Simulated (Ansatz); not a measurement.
Ta3N:

```
Ta N
1.0
     3.03222    0.00000    0.00000
    -1.51611    2.62598    0.00000
     0.00000    0.00000    7.52414
Ta N
3 1
Direct
  0.66667 0.33333 0.82607
  0.33333 0.66667 0.17393
  0.00000 0.00000 0.50000
  0.00000 0.00000 0.00000
```

The cell comes from a database or a generator and needn't be the stable form of this composition.

```yaml
Program: Ansatz 0.2.0
Task: relaxation of cell and atoms
Functional: PBEsol
Potentials_or_basis: Ansatz PAW
Cutoff: "420 eV (not typed: the program's choice for these potentials)"
k_mesh: 10 × 10 × 4
Occupations: fermi-dirac, width 0.05 eV
Spin: no spin polarisation
Hubbard_terms: Ta d U = 3 eV
```

At the start: volume 14.98 Å³/atom.

Question: Where does the relaxation end?

Answer: It ends after 6 steps and the volume is 14.65 Å³/atom (-2.2 %); space group P-3m1 (No. 164, to 0.05 Å).

Step by step:
| step | energy change (eV) | largest force (eV/Å) | volume (Å³) |
| --- | --- | --- | --- |
| 1 | 0.0000 | 0.2990 | 59.91 |
| 2 | -0.0278 | 0.0932 | 58.67 |
| 3 | -0.0284 | 0.0303 | 58.60 |
| 4 | -0.0285 | 0.0040 | 58.61 |
| 5 | -0.0285 | 0.0001 | 58.62 |
| 6 | -0.0270 | 0.0000 | 58.62 |

Final structure:
```
CELL_PARAMETERS angstrom
3.00119 0.00000 0.00000
-1.50060 2.59911 0.00000
0.00000 0.00000 7.51442
ATOMIC_POSITIONS crystal
Ta 0.66667 0.33333 0.82682
Ta 0.33333 0.66667 0.17318
Ta 0.00000 0.00000 0.50000
N 0.00000 0.00000 0.00000
```

Caveat: the plane-wave basis is chosen anew once the cell has moved, so the energies of steps on either side of that aren't comparable; U without spin polarisation on a metal has little footing; the PAW data sets come from PBE, with cores solved anew for the run's functional, which leaves a small shift of forces and pressure.
